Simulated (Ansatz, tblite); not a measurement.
# The cluster MoH₂O₄: a ladder of methods and basis sets

Aim: run the singlet of the cluster MoH₂O₄ at one geometry on many levels, and compare frontier levels, spin and run time.

The runs use Ansatz 0.2.0, Gaussian basis; as each input shows.

Levels to be run: GFN1-xTB, GFN2-xTB, PBE-D4/def2-TZVP, r2SCAN-D4/def2-TZVP, CAM-B3LYP-D4/def2-TZVP, LDA/def2-TZVP, revPBE-D4/def2-TZVP, ωB97X-V/def2-TZVP, LC-ωPBE/def2-TZVP, B3LYP-D4/def2-TZVP, BLYP-D4/def2-TZVP, PBE-D4/def2-SVP, PBE0-D4/def2-SVP, PBE0-D4/def2-TZVPD, PBE-D4/def2-TZVPD, r2SCAN-D4/def2-TZVPD, CCSD(T)/def2-TZVP, RPA/def2-TZVP.

1 further run of the same task is left out (set aside as unsound or not needed).

### Step 1. The relaxed structure

The singlet was relaxed beforehand with PBE-D4/def2-SVP. At that level it is the lowest of the isomers that a small search found.

7 atoms, charge 0, spin multiplicity 1.

Bond lengths: Mo1–O2 1.684 Å, Mo1–O3 1.897 Å, Mo1–O4 1.941 Å, Mo1–O5 1.872 Å, Mo1–H7 1.686 Å, O3–O4 1.432 Å, O5–H6 0.977 Å. Angles: O2–Mo1–O3 111.0°, O2–Mo1–O4 118.7°, O2–Mo1–O5 115.2°, O2–Mo1–H7 95.4°, O3–Mo1–O4 43.8°, O3–Mo1–O5 116.4°, O3–Mo1–H7 120.8°, O4–Mo1–O5 126.1°, O4–Mo1–H7 77.0°, O5–Mo1–H7 96.0°, Mo1–O3–O4 69.7°, Mo1–O4–O3 66.5°, Mo1–O5–H6 127.9°.

Mo takes a core potential in the def2 sets. No spin-orbit coupling is included.

PBE0-D4/def2-TZVP was run before; its log isn't repeated, and its numbers join the tables.

### Step 2. GFN1-xTB

Tight binding, by tblite at 300 K electronic temperature and without a spin-polarisation term:

```python
tblite.interface.Calculator('GFN1-xTB', numbers, positions, charge=0, uhf=0).singlepoint()
```

Energy -597.7447 eV, HOMO -12.41 eV, LUMO -9.11 eV; 0.011 s.

### Step 3. GFN2-xTB

Tight binding, by tblite at 300 K electronic temperature and without a spin-polarisation term:

```python
tblite.interface.Calculator('GFN2-xTB', numbers, positions, charge=0, uhf=0).singlepoint()
```

Energy -526.8471 eV, HOMO -12.08 eV, LUMO -9.13 eV; 0.004 s.

### Step 4. PBE-D4/def2-TZVP

start.molden holds the orbitals of an earlier run on this state, given as this run's starting guess.

File in.yaml:

```yaml
crystal:
  periodic: [false, false, false]
  atoms:
    - {symbol: Mo, position_ang: [-0.097842, -0.144159, 0.174817]}
    - {symbol: O, position_ang: [-0.944391, -1.599927, 0.211431]}
    - {symbol: O, position_ang: [-0.232602, 0.762220, 1.836001]}
    - {symbol: O, position_ang: [1.100695, 0.275291, 1.643293]}
    - {symbol: O, position_ang: [-0.363060, 0.892210, -1.361790]}
    - {symbol: H, position_ang: [-0.825748, 0.638512, -2.183600]}
    - {symbol: H, position_ang: [1.362957, -0.824147, -0.320162]}
basis:
  gaussian: {orbitals: def2-TZVP, initial_orbitals: start.molden}
hamiltonian: {xc: pbe, dispersion: d4}
scf: {omitted_lower_state_checks: [starts]}
output: {orbitals: {seedname: orbitals}}
```

On the command line:

```
> ansatz run in.yaml --threads 2 --pin off --events-out ev --progress --plain --max-ram 4352MiB
```

After this run come: r2SCAN-D4/def2-TZVP; CAM-B3LYP-D4/def2-TZVP; LDA/def2-TZVP; revPBE-D4/def2-TZVP; ωB97X-V/def2-TZVP; LC-ωPBE/def2-TZVP; B3LYP-D4/def2-TZVP; BLYP-D4/def2-TZVP; PBE-D4/def2-SVP; PBE0-D4/def2-SVP; PBE0-D4/def2-TZVPD; PBE-D4/def2-TZVPD; r2SCAN-D4/def2-TZVPD; CCSD(T)/def2-TZVP; RPA/def2-TZVP.

**Question.** What will the summary of the whole plan be? Wanted: gap in def2-TZVP, named functionals, smallest and largest; correlation energy, CCSD(T)/def2-TZVP; binding an atom, CCSD(T)/def2-TZVP; PBE0 total energy, smallest basis above largest.

As calculated:

| quantity | value |
| --- | --- |
| gap in def2-TZVP, named functionals, smallest and largest | 2.52 eV (BLYP-D4), 9.74 eV (LC-ωPBE) |
| correlation energy, CCSD(T)/def2-TZVP | -41.19 eV |
| binding an atom, CCSD(T)/def2-TZVP | 3.695 eV |
| PBE0 total energy, smallest basis above largest | 10.85 eV (def2-SVP, def2-TZVPD) |

**Reading.** Orbital gaps of the named functionals in def2-TZVP span 2.52 eV (BLYP-D4) to 9.74 eV (LC-ωPBE); exact exchange widens it. The functionals in def2-TZVP miss CCSD(T)/def2-TZVP by +0.008 (LC-ωPBE) to +1.245 eV (LDA) an atom. The reference is CCSD(T) in one finite basis, so it carries an error of its own, often a tenth of an eV or more, and near misses can't be ranked.
